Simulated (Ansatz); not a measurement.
# AlBrFH3: the cost of one run

Computed with Ansatz 0.2.0, Gaussian basis. Level: PBE0-D4, def2-SVP first, then def2-TZVP.

## 1. The starting structure

The guess: 6 atoms, charge 0, spin multiplicity 1.

Atoms are counted from 1 here; the program's logs count them from 0.

Bond lengths: Al1–Br2 2.812 Å, Al1–H3 1.528 Å, Al1–H4 1.528 Å, Al1–F6 2.112 Å. Angles: Br2–Al1–H3 113.6°, Br2–Al1–H4 113.6°, Br2–Al1–F6 74.2°, H3–Al1–H4 123.0°, H3–Al1–F6 111.1°, H4–Al1–F6 110.9°.

Coordinates:

```xyz
6

Al   -0.4445    0.3703   -0.5623
Br    2.0006   -0.9518   -0.1342
H    -1.4579   -0.4565   -1.3527
H    -0.3032    1.8842   -0.7177
H     0.6438   -0.6630    1.2910
F    -0.4387   -0.1831    1.4758
```

Distances that are to change: Al1–F6 2.11 Å, Br2–H5 1.99 Å, Al1–Br2 2.81 Å, H5–F6 1.20 Å.

## 2. Relaxing the guess with the reacting distances held

The input, hold/in.yaml:

```yaml
crystal:
  periodic: [false, false, false]
  atoms:
    - {symbol: Al, position_ang: [-0.444500, 0.370300, -0.562300]}
    - {symbol: Br, position_ang: [2.000600, -0.951800, -0.134200]}
    - {symbol: H, position_ang: [-1.457900, -0.456500, -1.352700]}
    - {symbol: H, position_ang: [-0.303200, 1.884200, -0.717700]}
    - {symbol: H, position_ang: [0.643800, -0.663000, 1.291000]}
    - {symbol: F, position_ang: [-0.438700, -0.183100, 1.475800]}
basis:
  gaussian: {orbitals: def2-SVP}
hamiltonian: {xc: pbe0, dispersion: d4}
relax: {f_tol: 0.08, max_steps: 120, escape_saddle: false, constraints: [{distance: [0, 5]}, {distance: [1, 4]}, {distance: [0, 1]}, {distance: [4, 5]}]}
```

Started as:

```sh
$ ansatz run in.yaml --threads 2 --pin off --events-out ev --progress --plain --max-ram 4352MiB
```

**Question.** How long does this run take on 2 threads of Intel Xeon 6975P-C, shared host?

About 3.2 s.
